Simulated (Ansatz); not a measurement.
# Ag+ with CH5N: structure and interaction energy

The task here is to estimate one member of a computed series from the others.

The runs use Ansatz 0.2.0, Gaussian basis; PBE0-D4 structure, single points in def2-TZVPPD.

Levels: PBE-D4, revPBE-D4, BLYP-D4, r2SCAN-D4, B97M-V, PBE0-D4, B3LYP-D4, HSE06-D4, wB97X-V, wB97M-V, B2PLYP, Hartree-Fock, MP2, CCSD, CCSD(T). The reference is CCSD(T) extrapolated to the basis limit. For elements past Ar these valence bases correlate outer-core shells poorly, so that limit is rough.

Cores are frozen in the correlated methods. Filled d shells of the heavier atoms are correlated. Core potentials replace the inner electrons past krypton, and spin-orbit coupling is left out. B3LYP uses VWN-RPA correlation. B2PLYP carries no dispersion term here.

163 further runs of the same task are left out: 163 set aside as unsound or not needed. Runs told in other sessions of the task aren't counted.

## The system as given

The pair, from a GFN2-xTB docking trial: 8 atoms, charge 1, spin multiplicity 1.

Atoms are counted from 1 here; the program's logs count them from 0.

Bond lengths: Ag1–N3 2.286 Å, C2–N3 1.488 Å, C2–H4 1.092 Å, C2–H5 1.089 Å, C2–H6 1.089 Å, N3–H7 1.022 Å, N3–H8 1.024 Å. Angles: N3–C2–H4 110.5°, N3–C2–H5 109.8°, N3–C2–H6 109.8°, H4–C2–H5 108.6°, H4–C2–H6 108.6°, H5–C2–H6 109.4°, Ag1–N3–C2 114.9°, Ag1–N3–H7 110.9°, Ag1–N3–H8 110.6°, C2–N3–H7 107.0°, C2–N3–H8 107.1°, H7–N3–H8 105.7°.

Coordinates:

```
Ag    0.1963    0.0164   -2.5482
C    -0.5730   -0.0495    0.5685
N     0.6281    0.0533   -0.3033
H    -0.2831   -0.0550    1.6211
H    -1.1096   -0.9719    0.3510
H    -1.2304    0.8015    0.3942
H     1.2555   -0.7096   -0.0393
H     1.1161    0.9149   -0.0440
```

Atoms 1 to 1 are fragment A (Ag+), the rest fragment B (CH5N).

Set-up of the first run:

Contents of pre/in.yaml:

```yaml
crystal:
  periodic: [false, false, false]
  atoms:
    - {symbol: Ag, position_ang: [0.196300, 0.016400, -2.548200]}
    - {symbol: C, position_ang: [-0.573000, -0.049500, 0.568500]}
    - {symbol: N, position_ang: [0.628100, 0.053300, -0.303300]}
    - {symbol: H, position_ang: [-0.283100, -0.055000, 1.621100]}
    - {symbol: H, position_ang: [-1.109600, -0.971900, 0.351000]}
    - {symbol: H, position_ang: [-1.230400, 0.801500, 0.394200]}
    - {symbol: H, position_ang: [1.255500, -0.709600, -0.039300]}
    - {symbol: H, position_ang: [1.116100, 0.914900, -0.044000]}
basis:
  gaussian: {orbitals: def2-SVP}
total_charge: 1
hamiltonian: {xc: pbe, dispersion: d4}
relax: {f_tol: 0.03, max_steps: 250}
```

Command:

```console
$ ansatz run in.yaml --threads 4 --pin off --events-out ev --progress --plain --max-ram 9574MiB
```

Steps of the session up to this table: A first relaxation in a small basis; Relaxation at PBE0-D4; wB97X-V/def2-TZVPPD; wB97M-V/def2-TZVPPD; B2PLYP/def2-TZVPPD; B97M-V/def2-TZVPPD; CCSD(T)/def2-TZVPPD; MP2/def2-QZVPPD; SPW92/def2-SVP; wB97M-V/def2-SVP; CCSD(T)/def2-SVP; Vibrations of the pair.

One table of the session follows, with a row left open; its other results are not shown here.

```
      method  interaction (kcal/mol)
      PBE-D4                  -56.67
   revPBE-D4                  -53.05
     BLYP-D4                  -56.06
   r2SCAN-D4                  -55.66
      B97M-V                  -51.88
     PBE0-D4                  -51.55
    B3LYP-D4                  -52.43
    HSE06-D4                  -51.50
     wB97X-V                  -48.99
     wB97M-V                       ?
      B2PLYP                  -49.39
Hartree-Fock                  -33.77
         MP2                  -48.69
        CCSD                  -44.98
     CCSD(T)                  -46.68
 CCSD(T)/CBS                  -50.08
```

**Question.** Estimate the row for wB97M-V.

The run gave: interaction (kcal/mol): -48.53. In the column «interaction (kcal/mol)» it lies between MP2 (-48.69) and CCSD(T) (-46.68).
